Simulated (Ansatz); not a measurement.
Predict the output of the script below (Ansatz's Python interface).

`k3brcl2_eos.py`
```python
# -*- coding: utf-8 -*-
"""Bulk modulus of K3BrCl2 from an E(V) curve."""

import ansatz as az
import numpy as np
from pymatgen.analysis.eos import EOS

vectors0 = np.array([
    [4.5216161, 0.0, 0.0],
    [-2.26080805, 3.91583441, 0.0],
    [0.0, 0.0, 11.09133277],
])
sites = [
    ("K", [0.0, 0.0, 0.5]),
    ("K", [1 / 3, 2 / 3, 0.17698219]),
    ("K", [2 / 3, 1 / 3, 0.82301781]),
    ("Br", [0.0, 0.0, 0.0]),
    ("Cl", [1 / 3, 2 / 3, 0.66169314]),
    ("Cl", [2 / 3, 1 / 3, 0.33830686]),
]


def make_crystal(cell):
    crystal = az.Crystal(lattice=az.Lattice.of(cell))
    for symbol, position in sites:
        crystal = crystal.atom(symbol, position)
    return crystal

# uniform scaling of the cell
volumes, energies, pressures = [], [], []
for scale in np.linspace(0.94, 1.06, 7):
    cell = vectors0 * scale ** (1 / 3)
    job = (
        make_crystal(cell).calculation()
        .occupations("fixed")
        .basis(550)
        .functional(az.Functional.R2SCAN)
        .kpoints(6, 6, 2)
        .stress()
    )
    rep = job.run(threads=1, pin="off").report
    volumes.append(abs(np.linalg.det(cell)) / len(sites))
    energies.append(rep["free_energy_ev"] / len(sites))
    pressures.append(np.trace(rep["stress_gpa"]) / 3)
    print(f"V = {volumes[-1]:8.4f} A^3/atom  F = {energies[-1]:.5f} eV/atom  P = {pressures[-1]:8.3f} GPa")

for form in ["birch_murnaghan"]:
    fit = EOS(eos_name=form).fit(volumes, energies)
    print(f"{form:18s} V0 {fit.v0:8.4f} A^3/atom  B0 {fit.b0_GPa:7.1f} GPa  B1 {fit.b1:5.2f}")
```

Running `python k3brcl2_eos.py` prints:
```text
V =  30.7665 A^3/atom  F = -1600.03310 eV/atom  P =    1.300 GPa
V =  31.4211 A^3/atom  F = -1600.03740 eV/atom  P =    0.815 GPa
V =  32.0757 A^3/atom  F = -1600.03984 eV/atom  P =    0.385 GPa
V =  32.7303 A^3/atom  F = -1600.04062 eV/atom  P =    0.003 GPa
V =  33.3849 A^3/atom  F = -1600.03992 eV/atom  P =   -0.337 GPa
V =  34.0396 A^3/atom  F = -1600.03792 eV/atom  P =   -0.638 GPa
V =  34.6942 A^3/atom  F = -1600.03475 eV/atom  P =   -0.905 GPa
birch_murnaghan    V0  32.7355 A^3/atom  B0    18.0 GPa  B1  4.93
```

A third-order Birch-Murnaghan fit through the 7 points has its minimum at 32.74 Å³ an atom, 0.0 % above the typed cell, with a bulk modulus of 18 GPa and dB/dP = 4.9. From that minimum the energy rises by 7.5 meV an atom on the compressed side and 5.9 meV on the expanded side.

Notes:
- Absolute energies stand on the zero of these potentials, so only differences at equal settings mean something.
- Shape and fractional positions are held along the curve, so the bulk modulus is an upper value where they are free to relax.
- Pressure is positive in compression.
- The structure comes from a database of computed cells and needn't be a stable or known phase.
- Run time: 76 s on 1 thread of Arm Neoverse V2 (shared host), peak memory 1.1 GiB.
